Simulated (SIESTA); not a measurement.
Crystal: HfIn4SiO6.

```
CELL_PARAMETERS angstrom
5.69867 0.00381 0.01559
-0.70506 6.10815 -0.00575
-2.73718 -1.39557 6.63076
ATOMIC_POSITIONS crystal
Hf 0.11793 0.01556 0.13292
In 0.38842 0.99901 0.72891
In 0.75865 0.00842 0.49586
In 0.23461 0.48841 0.53300
In 0.59649 0.48211 0.20528
Si 0.86778 0.44029 0.85544
O 0.55316 0.38738 0.79290
O 0.93454 0.38483 0.65596
O 0.98414 0.26218 0.00347
O 0.99083 0.69806 0.98452
O 0.08665 0.06493 0.39374
O 0.48680 0.10883 0.21799
```

The cell was built by a generator and needn't be a form met in nature.

Base run:

- Program: SIESTA 5.4.2
- Functional: PBE
- Potentials or basis: PseudoDojo 0.4 standard (PBE files)
- Basis: DZP (energy shift 0.003 Ry; two zetas on semicore shells)
- Grid cutoff: 800 Ry
- Energy shift: 0.003 Ry
- k mesh: 5 × 5 × 4
- Occupations: fermi-dirac, width 0.05 eV
- Spin: no spin polarisation

Its results: band gap on the k mesh 0.86 eV, indirect (least direct gap 1.12 eV); pressure 1.5 GPa; largest force 0.398 eV/Å.

Question: The run is repeated on the same cell with these changes: hubbard terms from none to Hf d U = 4 eV. What comes out?

Answer: Band gap on the k mesh 0.84 eV, indirect (least direct gap 1.09 eV); pressure 2.6 GPa; largest force 0.860 eV/Å.

Caveats: short orbitals over semicore shells can move pressures by several GPa; spin-orbit coupling is left out, which moves the levels of the heavy elements; the basis of atomic orbitals isn't converged, which shifts pressures, moduli and gaps; an odd mesh through Γ misses points on the zone boundary, where band edges often lie (some runs).

Not every run made on this cell is shown here.
